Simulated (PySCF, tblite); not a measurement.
# C₁₀H₁₇N: excited states

What do calculations give for the excited states of C₁₀H₁₇N (`CN(C)/C1=C/CC/C=C\CC1`)?

Computed with tblite 0.8.0 and PySCF 2.14.0 and routines of our own; the level stands in each step. Atoms count from 0.

## 1. The starting structure

28 atoms, charge 0, multiplicity 1; geometry from: force field or distance geometry start.

## 2. Relaxing the molecule with GFN2-xTB

The job: settings as JSON, then the geometry in Å.

```
{"job": {"kind": "relax", "xc": "GFN2-xTB", "basis": "xTB"}, "charge": 0, "multiplicity": 1}
C     -2.693500    -1.093700    -0.333700
N     -1.970200     0.170400    -0.184200
C     -2.817700     1.331900     0.038000
C     -0.555600     0.269300    -0.274900
C      0.102400     1.401500     0.044700
C      1.562500     1.770900     0.038800
C      2.661100     0.705300    -0.005400
C      2.617400    -0.266400     1.140500
C      1.840500    -1.363600     1.239500
C      0.762800    -1.873600     0.313700
C      0.199600    -0.958100    -0.787200
H     -2.190200    -1.929100     0.150900
H     -2.842000    -1.315300    -1.385400
H     -3.689500    -1.041100     0.128300
H     -2.568800     2.149800    -0.658200
H     -3.886800     1.107500    -0.127700
H     -2.729500     1.701400     1.066600
H     -0.493100     2.243400     0.374400
H      1.730800     2.463900    -0.791100
H      1.739700     2.369900     0.955800
H      3.627000     1.222300     0.060000
H      2.697000     0.190800    -0.964100
H      3.310800    -0.059800     1.964100
H      1.957700    -1.977700     2.132100
H      1.163400    -2.771600    -0.168700
H     -0.074400    -2.211400     0.946200
H     -0.459000    -1.555000    -1.418200
H      0.976400    -0.654400    -1.491600
```

The run is started by

```
$ OMP_NUM_THREADS=1 python excited_run.py task.json out
```

One launch serves the whole session: the jobs run in the order shown.

Standard output:

```text
step      E/eV     max force
  0    -896.49496    1.313
  1    -896.53711    1.130
  2    -896.56907    0.363
  3    -896.60280    0.342
  4    -896.62298    0.379
  5    -896.63626    0.264
  6    -896.64411    0.197
  7    -896.65002    0.178
  8    -896.65494    0.172
  9    -896.65915    0.151
 10    -896.66286    0.135
 11    -896.66688    0.163
 12    -896.67136    0.143
 13    -896.67543    0.111
 14    -896.67847    0.106
 15    -896.68072    0.127
 16    -896.68283    0.127
 17    -896.68499    0.089
 18    -896.68689    0.097
 19    -896.68831    0.071
 20    -896.68936    0.065
 21    -896.69030    0.061
 22    -896.69132    0.067
 23    -896.69248    0.071
 24    -896.69370    0.081
 25    -896.69492    0.071
 26    -896.69613    0.065
 27    -896.69733    0.068
 28    -896.69852    0.072
 29    -896.69962    0.073
 30    -896.70065    0.071
 31    -896.70168    0.068
 32    -896.70270    0.062
 33    -896.70368    0.061
 34    -896.70459    0.061
 35    -896.70553    0.060
 36    -896.70657    0.070
 37    -896.70773    0.073
 38    -896.70904    0.080
 39    -896.71068    0.089
 40    -896.71290    0.099
 41    -896.71561    0.117
 42    -896.71821    0.085
 43    -896.72021    0.088
 44    -896.72176    0.091
 45    -896.72334    0.087
 46    -896.72510    0.086
 47    -896.72670    0.088
 48    -896.72798    0.077
 49    -896.72915    0.070
 50    -896.73027    0.091
 51    -896.73149    0.084
 52    -896.73274    0.075
 53    -896.73475    0.073
 54    -896.73601    0.086
 55    -896.73858    0.096
 56    -896.74006    0.062
 57    -896.74108    0.073
 58    -896.74188    0.079
 59    -896.74310    0.087
 60    -896.74483    0.097
 61    -896.74698    0.079
 62    -896.74889    0.077
 63    -896.75078    0.106
 64    -896.75348    0.116
 65    -896.75589    0.147
 66    -896.75816    0.096
 67    -896.75976    0.091
 68    -896.76211    0.094
 69    -896.76448    0.096
 70    -896.76750    0.116
 71    -896.76984    0.119
 72    -896.77195    0.082
 73    -896.77408    0.094
 74    -896.77609    0.114
 75    -896.77844    0.121
 76    -896.78054    0.111
 77    -896.78317    0.095
 78    -896.78568    0.095
 79    -896.78858    0.093
 80    -896.79029    0.068
 81    -896.79138    0.077
 82    -896.79249    0.067
 83    -896.79402    0.119
 84    -896.79618    0.091
 85    -896.79873    0.083
 86    -896.80002    0.101
 87    -896.80166    0.115
 88    -896.80357    0.082
 89    -896.80560    0.091
 90    -896.80661    0.060
 91    -896.80763    0.057
 92    -896.80840    0.057
 93    -896.80909    0.066
 94    -896.80975    0.071
 95    -896.81052    0.062
 96    -896.81142    0.049
 97    -896.81222    0.056
 98    -896.81298    0.058
 99    -896.81386    0.054
100    -896.81492    0.052
101    -896.81583    0.044
102    -896.81642    0.043
103    -896.81676    0.039
104    -896.81705    0.039
105    -896.81738    0.034
106    -896.81771    0.031
107    -896.81800    0.032
108    -896.81828    0.035
109    -896.81856    0.030
110    -896.81886    0.032
111    -896.81914    0.031
112    -896.81938    0.032
113    -896.81961    0.033
114    -896.81984    0.028
115    -896.82006    0.027
116    -896.82024    0.028
117    -896.82041    0.029
118    -896.82064    0.034
119    -896.82103    0.046
120    -896.82174    0.062
121    -896.82272    0.069
122    -896.82381    0.079
123    -896.82508    0.081
124    -896.82624    0.118
125    -896.82755    0.114
126    -896.82898    0.102
127    -896.83099    0.132
128    -896.83231    0.074
129    -896.83483    0.125
130    -896.83645    0.122
131    -896.83749    0.187
132    -896.83896    0.066
133    -896.84014    0.057
134    -896.84307    0.084
135    -896.84482    0.121
136    -896.84734    0.096
137    -896.84916    0.109
138    -896.85125    0.114
139    -896.85324    0.107
140    -896.85569    0.102
141    -896.85793    0.084
142    -896.85911    0.073
143    -896.86109    0.076
144    -896.86261    0.091
145    -896.86392    0.094
146    -896.86503    0.080
147    -896.86685    0.071
148    -896.86832    0.081
149    -896.87003    0.111
150    -896.87183    0.112
151    -896.87361    0.079
152    -896.87485    0.063
153    -896.87554    0.060
154    -896.87609    0.048
155    -896.87668    0.041
156    -896.87714    0.032
157    -896.87750    0.031
158    -896.87778    0.032
159    -896.87802    0.031
160    -896.87829    0.028
161    -896.87857    0.032
162    -896.87887    0.036
163    -896.87918    0.034
164    -896.87949    0.032
165    -896.87976    0.034
166    -896.87995    0.022
167    -896.88007    0.018
168    -896.88015    0.016
169    -896.88021    0.014
170    -896.88027    0.013
171    -896.88032    0.013
172    -896.88035    0.011
173    -896.88038    0.010
174    -896.88041    0.013
175    -896.88044    0.012
176    -896.88046    0.009
```

Wall time 1.7 s (1 thread of Arm Neoverse V2, shared host); peak memory 0.18 GiB.

Along the way: (not every step is listed)

```tsv
step	energy from step 0 (eV)	largest force (eV/Å)
0	0.0000	1.3126
1	-0.0421	1.1301
2	-0.0741	0.3625
3	-0.1078	0.3420
4	-0.1280	0.3792
5	-0.1413	0.2644
6	-0.1491	0.1967
7	-0.1551	0.1777
8	-0.1600	0.1719
24	-0.1987	0.0815
40	-0.2179	0.0990
56	-0.2451	0.0624
72	-0.2770	0.0818
88	-0.3086	0.0823
104	-0.3221	0.0394
120	-0.3268	0.0619
136	-0.3524	0.0958
152	-0.3799	0.0634
168	-0.3852	0.0164
171	-0.3854	0.0131
172	-0.3854	0.0112
173	-0.3854	0.0102
174	-0.3854	0.0129
175	-0.3855	0.0122
176	-0.3855	0.0093
```

Distances of close pairs at the start and the end, largest changes first:

```tsv
bond	before (Å)	after (Å)	change (Å)
C7–C8	1.348	1.324	-0.024
C3–C10	1.529	1.508	-0.021
N1–C3	1.421	1.402	-0.019
C5–H19	1.110	1.092	-0.018
C0–N1	1.464	1.447	-0.017
C5–C6	1.531	1.548	+0.017
C7–H22	1.096	1.081	-0.015
C2–H14	1.103	1.088	-0.014
```

The end geometry stands in the next job.

## 3. Infrared spectrum with GFN2-xTB

The job: settings as JSON, then the geometry in Å.

```
{"job": {"kind": "ir", "xc": "GFN2-xTB", "basis": "xTB"}, "charge": 0, "multiplicity": 1}
C     -2.410517    -1.073007     0.193953
N     -1.884508     0.142893    -0.387718
C     -2.677090     1.297623    -0.040452
C     -0.491383     0.290259    -0.431855
C      0.144489     1.389460    -0.014982
C      1.607445     1.698399    -0.181659
C      2.580731     0.585779     0.277389
C      2.000832    -0.220073     1.394471
C      1.234755    -1.283711     1.209884
C      0.868568    -1.860593    -0.128533
C      0.248668    -0.836591    -1.108331
H     -1.876254    -1.939307    -0.182007
H     -3.460860    -1.172392    -0.084886
H     -2.342309    -1.069733     1.291444
H     -2.350566     2.149862    -0.633624
H     -3.718015     1.082728    -0.286045
H     -2.622217     1.560138     1.025608
H     -0.413908     2.168795     0.479875
H      1.821394     1.933893    -1.230414
H      1.817714     2.599142     0.398031
H      3.514291     1.052373     0.599640
H      2.815523    -0.074686    -0.557341
H      2.199119     0.130605     2.397986
H      0.835136    -1.803528     2.070460
H      1.762162    -2.290050    -0.593774
H      0.170915    -2.684311     0.032219
H     -0.430131    -1.354046    -1.788898
H      1.035115    -0.392564    -1.717436
```

Standard output:

```text
mode    cm-1     km/mol
  1      56.1      1.23
  2      71.3      1.70
  3     124.2      0.59
  4     181.3      1.00
  5     207.6      0.52
  6     214.8      2.59
  7     242.9      4.34
  8     252.3      0.51
  9     280.5      1.03
 10     305.5      3.35
 11     347.5      0.05
 12     385.6      4.53
 13     432.9      1.86
 14     441.7      1.68
 15     481.3      1.81
 16     573.8      1.98
 17     621.0      6.14
 18     667.0      0.14
 19     753.6      8.78
 20     769.3      4.92
 21     790.6     19.16
 22     846.1      2.90
 23     873.2      4.83
 24     910.2      0.20
 25     924.6      5.01
 26     950.9      2.17
 27     952.3      2.54
 28    1011.8      4.41
 29    1042.0      7.40
 30    1046.7     12.26
 31    1053.0     20.48
 32    1080.2      5.25
 33    1103.9      9.86
 34    1129.3     22.38
 35    1131.4     25.93
 36    1155.7      3.48
 37    1173.2      6.08
 38    1196.5      0.27
 39    1201.7      0.60
 40    1213.5      3.15
 41    1240.0     12.06
 42    1264.5      0.66
 43    1306.4      3.99
 44    1312.4      2.43
 45    1327.1     47.06
 46    1328.0      4.29
 47    1342.9      1.25
 48    1358.7     25.82
 49    1373.5     32.57
 50    1409.2      2.24
 51    1424.7      0.87
 52    1474.3      3.62
 53    1482.1      0.87
 54    1484.9      2.61
 55    1489.9      5.05
 56    1496.1      0.31
 57    1498.5      5.83
 58    1503.8      7.20
 59    1516.2      2.14
 60    1698.0     88.03
 61    1726.4      5.95
 62    2867.4     17.65
 63    2872.2    122.04
 64    2911.6     55.59
 65    2927.4     43.45
 66    2965.2     25.65
 67    2973.4      9.44
 68    2983.6     34.31
 69    2985.4    126.78
 70    2987.4      5.42
 71    2992.8     85.68
 72    2995.1     19.70
 73    3005.4     39.47
 74    3022.1     25.19
 75    3049.0     27.72
 76    3065.7     21.09
 77    3067.6     91.79
 78    3090.9     60.28
```

Wall time 1.4 s (1 thread of Arm Neoverse V2, shared host); peak memory 0.18 GiB.

The strongest bands and the atoms that carry them (share of the mass-weighted mode):

```tsv
cm⁻¹	km/mol	atoms
1327	47.1	N1 21 %, H25 12 %
1698	88.0	C3 50 %, C4 44 %
2872	122.0	H13 48 %, H16 44 %
2912	55.6	H18 90 %
2985	126.8	H25 44 %, H26 22 %, H12 11 %
2993	85.7	H15 77 %, H12 15 %
3068	91.8	H22 63 %, H23 27 %
3091	60.3	H17 92 %
```

## 4. Excited states: TDA BHandHLYP/def2-SVP

The job, as its differences from that of step 3:

```diff
@@ -1,2 +1,2 @@
-{"job": {"kind": "ir", "xc": "GFN2-xTB", "basis": "xTB"}, "charge": 0, "multiplicity": 1}
+{"job": {"kind": "states", "xc": "BHandHLYP", "basis": "def2-SVP", "tda": true, "soc": true, "nstates": 5, "ntriplets": 5, "nquad": 4}, "charge": 0, "multiplicity": 1}
 C     -2.410517    -1.073007     0.193953
```

Method: TDA BHandHLYP/def2-SVP excited states, vertical, gas phase, spin-orbit mean-field couplings.

Standard output:

```text
coarse grid: 22464 points
cycle   1  E = -445.2652439028  dE =  1.849e+00  |g| = 3.986e-01  |ddm| = 5.463e+00
cycle   2  E = -445.2991035470  dE = -3.386e-02  |g| = 2.636e-01  |ddm| = 8.598e-01
cycle   3  E = -445.3152748085  dE = -1.617e-02  |g| = 9.324e-02  |ddm| = 4.702e-01
cycle   4  E = -445.3171701552  dE = -1.895e-03  |g| = 4.103e-02  |ddm| = 1.498e-01
cycle   5  E = -445.3175878049  dE = -4.176e-04  |g| = 5.250e-03  |ddm| = 5.209e-02
cycle   6  E = -445.3175948668  dE = -7.062e-06  |g| = 1.449e-03  |ddm| = 1.103e-02
final grid: 214400 points
cycle   7  E = -445.3789620208  dE = -5.110e-05  |g| = 3.945e-03  |ddm| = 4.227e-02
cycle   8  E = -445.3789631560  dE = -1.135e-06  |g| = 3.484e-03  |ddm| = 9.726e-03
cycle   9  E = -445.3789662753  dE = -3.119e-06  |g| = 5.341e-04  |ddm| = 4.637e-03
cycle  10  E = -445.3789663318  dE = -5.651e-08  |g| = 2.678e-04  |ddm| = 9.193e-04
cycle  11  E = -445.3789663499  dE = -1.807e-08  |g| = 5.103e-05  |ddm| = 3.528e-04
cycle  12  E = -445.3789663506  dE = -7.119e-10  |g| = 1.729e-05  |ddm| = 1.073e-04
converged SCF energy = -445.3789663506

Singlet excitations
state   eV       nm        f     d(h-e)  d(exc)  Lambda  PR(NTO)  |dmu|/D   mu/D   main configurations
  1   5.8490   212.0   0.03663   1.871   3.552   0.539   1.038    6.268    6.579   H->L 0.97
  2   6.4158   193.2   0.06226   0.923   3.522   0.564   1.140    2.880    3.190   H->L+1 0.88
  3   6.7056   184.9   0.09602   0.499   3.437   0.634   1.229    1.494    1.960   H->L+2 0.82
  4   7.0252   176.5   0.02028   2.263   3.872   0.311   1.019    7.995    8.464   H->L+3 0.91
  5   7.2631   170.7   0.00176   1.008   3.776   0.367   1.139                     H->L+4 0.69, H->L+5 0.14

Triplet excitations (Tamm-Dancoff)
state   eV     d(h-e)  d(exc)  Lambda  PR(NTO)   main configurations
  1   3.8662   0.220   2.372   0.573   1.110   H->L 0.33, H->L+2 0.29, H->L+1 0.18
  2   4.0714   0.063   2.137   0.679   1.153   H-1->L 0.59, H-1->L+1 0.12
  3   6.0710   2.394   3.700   0.579   1.044   H->L 0.59, H->L+1 0.13, H->L+2 0.11
  4   6.4313   0.513   3.710   0.563   1.076   H->L+1 0.51, H->L+2 0.32, H->L+4 0.09
  5   6.8873   1.932   3.675   0.334   1.170   H->L+3 0.75
S1 - T1 = 1.9828 eV

Spin-orbit couplings |<S|Hso|T>| (cm-1)
             T1       T2       T3       T4       T5
S0        0.401    0.240    0.800    2.466    1.770
S1        0.182    0.558    0.650    0.743    0.121
S2        1.288    0.526    0.506    0.876    0.508
S3        0.209    0.599    0.926    0.827    0.639
S4        0.620    0.356    0.452    0.323    0.220
S5        0.609    0.683    0.350    0.266    1.209
T1 sublevels (cm-1): 0.000 0.000 0.000   radiative rates (1/s): 0.0293 0.111 0.0738
```

Wall time 1.9 min (1 thread of Arm Neoverse V2, shared host); peak memory 0.94 GiB.

In short:

```tsv
quantity	value
S1 less T1	1.98 eV
```

The fields below are evaluated on a grid from the run's orbitals.

Frontier orbitals at BHandHLYP/def2-SVP, with the share of their density that lies nearest to each atom:

```tsv
orbital	energy (eV)	lies on
HOMO	-6.31	N1 30 %; C4 29 %; C3 13 %
LUMO	1.74	C7, C8 about 20 % each; C3, C4 about 6 % each; H22, H23, H24 about 6 % each
```

ELF in a plane through or near 12 of the atoms.

Ten even steps from ' ' (0.00) to '@' (1.00):
```
                                                        
                                                        
                          ::::                          
                        ++@@@@##                        
                ..----::%%@@@@%%  ..==::                
                ::**##**%%@@@@**..@@@@%%..              
                  --**----##**..++@@@@@@--##%%**        
                    --++==++::  --@@@@**%%@@@@@@--      
            ..--::    ..::----::  ==++--%%@@@@@@::      
            --####==      ==**++**++####::::..          
        ::==++++::==::  ..++--..@@--..++..              
      --%%@@@@++::%%##==++##%%++++**%%%%**@@@@@@**      
      --%%@@@@++####::****++--++  ::++::==@@@@@@%%      
        ::--..  ==**::==##++%%##  **@@@@##**%%%%--      
              ..##@@@@++..==%%##  **@@@@%%..            
              ::##@@%%==    ::::  ::%%@@++              
                ==**++..            ::--..              
                                                        
                                                        
                                                        
```
The map spans 12.6 Å across and 10.6 Å up, centred on the molecule. Atoms in the plane (x, y in Å): N1 (1.9, -0.2), C2 (2.6, -1.4), C3 (0.5, -0.3), C4 (-0.2, -1.4), C5 (-1.6, -1.7), C6 (-2.6, -0.5), C9 (-0.8, 1.9), H11 (1.9, 1.9), H12 (3.5, 1.1), H14 (2.3, -2.2), H15 (3.7, -1.2), H25 (-0.1, 2.7).

log10 of the density (e/Å³) in the same plane.

Ten even steps from ' ' (-4.0) to '@' (1.4):
```
                                                        
                        ......                          
                ....::::------::..                      
              ..::----====++++==::::::::..              
              ::--==++++******++--------::::..          
            ..--==++**########++++++++++==----::..      
          ..::--==++####@@##**++++####****++==--::      
        ..::--====++**######**++++##########**==--..    
      ..::--==++++++++**************########**==--..    
      ::--==++####**++++++**########%%##**++====::..    
    ..--==++**##%%##**++**####%%##%%@@##**++====--..    
    ..--==**####%%####**####%%##############**++--::    
    ..--==++****####%%####@@####++**##%%######++==::    
      ::--====++**##%%########**++**######**++==--..    
        ..::--==**####**++****++==++******====--::      
          ..::--++++++++========--==++++==--::..        
            ..----======------::::--------::..          
              ..::::::::..................              
                                                        
                                                        
```
The map spans 12.6 Å across and 10.6 Å up, centred on the molecule. Atoms in the plane (x, y in Å): N1 (1.9, -0.2), C2 (2.6, -1.4), C3 (0.5, -0.3), C4 (-0.2, -1.4), C5 (-1.6, -1.7), C6 (-2.6, -0.5), C9 (-0.8, 1.9), H11 (1.9, 1.9), H12 (3.5, 1.1), H14 (2.3, -2.2), H15 (3.7, -1.2), H25 (-0.1, 2.7).

On the surface of density 0.002 e/bohr³ the electrostatic potential runs, from the 1st to the 99th percentile, from -1.06 V near N1 to 0.67 V near H11.

## 5. Excited states (C10H17N (+2)): TDA BHandHLYP/6-31+G*

The job, as its differences from that of step 4:

```diff
@@ -1,2 +1,2 @@
-{"job": {"kind": "states", "xc": "BHandHLYP", "basis": "def2-SVP", "tda": true, "soc": true, "nstates": 5, "ntriplets": 5, "nquad": 4}, "charge": 0, "multiplicity": 1}
+{"job": {"kind": "states", "xc": "BHandHLYP", "basis": "6-31+G*", "tda": true, "soc": true, "nstates": 4, "ntriplets": 5, "nquad": 4, "scf": {"max_cycle": 64}}, "charge": 2, "multiplicity": 1}
 C     -2.410517    -1.073007     0.193953
```

Level: TDA BHandHLYP/6-31+G* excited states, vertical, gas phase, spin-orbit mean-field couplings.

Standard output:

```text
final grid: 214400 points
cycle   1  E = -444.7753738534  dE =  2.838e+00  |g| = 7.421e-01  |ddm| = 8.990e+00
cycle   2  E = -444.0537014647  dE =  7.217e-01  |g| = 1.663e+00  |ddm| = 9.592e+00
cycle   3  E = -444.9091309441  dE = -8.554e-01  |g| = 3.556e-01  |ddm| = 8.251e+00
cycle   4  E = -444.9531224932  dE = -4.399e-02  |g| = 1.137e-01  |ddm| = 1.586e+00
cycle   5  E = -444.9560796641  dE = -2.957e-03  |g| = 5.181e-02  |ddm| = 7.809e-01
cycle   6  E = -444.9565318790  dE = -4.522e-04  |g| = 4.093e-02  |ddm| = 2.205e-01
cycle   7  E = -444.9567858369  dE = -2.540e-04  |g| = 2.594e-02  |ddm| = 1.403e-01
cycle   8  E = -444.9569486990  dE = -1.629e-04  |g| = 1.198e-02  |ddm| = 1.369e-01
cycle   9  E = -444.9569895993  dE = -4.090e-05  |g| = 1.997e-03  |ddm| = 8.107e-02
cycle  10  E = -444.9569907343  dE = -1.135e-06  |g| = 1.022e-03  |ddm| = 1.040e-02
cycle  11  E = -444.9569911167  dE = -3.824e-07  |g| = 5.528e-04  |ddm| = 5.536e-03
cycle  12  E = -444.9569912492  dE = -1.326e-07  |g| = 2.242e-04  |ddm| = 4.309e-03
cycle  13  E = -444.9569912737  dE = -2.442e-08  |g| = 5.411e-05  |ddm| = 2.390e-03
cycle  14  E = -444.9569912751  dE = -1.431e-09  |g| = 2.026e-05  |ddm| = 6.075e-04
cycle  15  E = -444.9569912753  dE = -1.889e-10  |g| = 5.816e-06  |ddm| = 1.309e-04
converged SCF energy = -444.9569912753

Singlet excitations
state   eV       nm        f     d(h-e)  d(exc)  Lambda  PR(NTO)  |dmu|/D   mu/D   main configurations
  1   1.6703   742.3   0.13702   1.554   3.317   0.745   1.061    2.572    4.781   H->L 0.83, H-1->L 0.09
  2   2.5404   488.0   0.00753   1.764   3.472   0.464   1.011    2.519    1.065   H-2->L 0.93
  3   2.8901   429.0   0.10952   1.038   3.447   0.634   1.029    2.221    1.478   H-1->L 0.58, H-3->L 0.27
  4   3.3629   368.7   0.02569   1.014   3.253   0.485   1.034    1.901    1.601   H-3->L 0.41, H-5->L 0.25, H-4->L 0.24

Triplet excitations (Tamm-Dancoff)
state   eV     d(h-e)  d(exc)  Lambda  PR(NTO)   main configurations
  1  -0.6467   1.474   3.336   0.774   1.011   H->L 0.98
  2   0.9936   0.622   2.910   0.679   1.020   H-1->L 0.83
  3   2.3139   1.696   3.441   0.463   1.018   H-2->L 0.91
  4   2.8859   1.598   3.503   0.553   1.016   H-3->L 0.86, H-1->L 0.08
  5   3.1689   1.029   3.220   0.427   1.027   H-5->L 0.54, H-4->L 0.39
S1 - T1 = 2.3170 eV

Spin-orbit couplings |<S|Hso|T>| (cm-1)
             T1       T2       T3       T4       T5
S0        2.124    3.666    0.882    4.230    3.233
S1        0.730    0.645    2.202    3.540    1.563
S2        1.616    2.441    0.411    9.444    5.083
S3        2.323    1.225    9.061    3.972    7.905
S4        2.727    5.271    4.827    5.318    3.371
T1 sublevels (cm-1): 0.000 0.001 0.001   radiative rates (1/s): 0 9.54e-30 1.71e-30
```

Run time: 1.9 min. Hardware: 1 thread of Arm Neoverse V2, shared host; peak memory 0.92 GiB.

The run ended normally, but its values are not to be used for the molecule: the charge was changed to 2, at the geometry of the original.

(Part 1 of 2 ends here.)
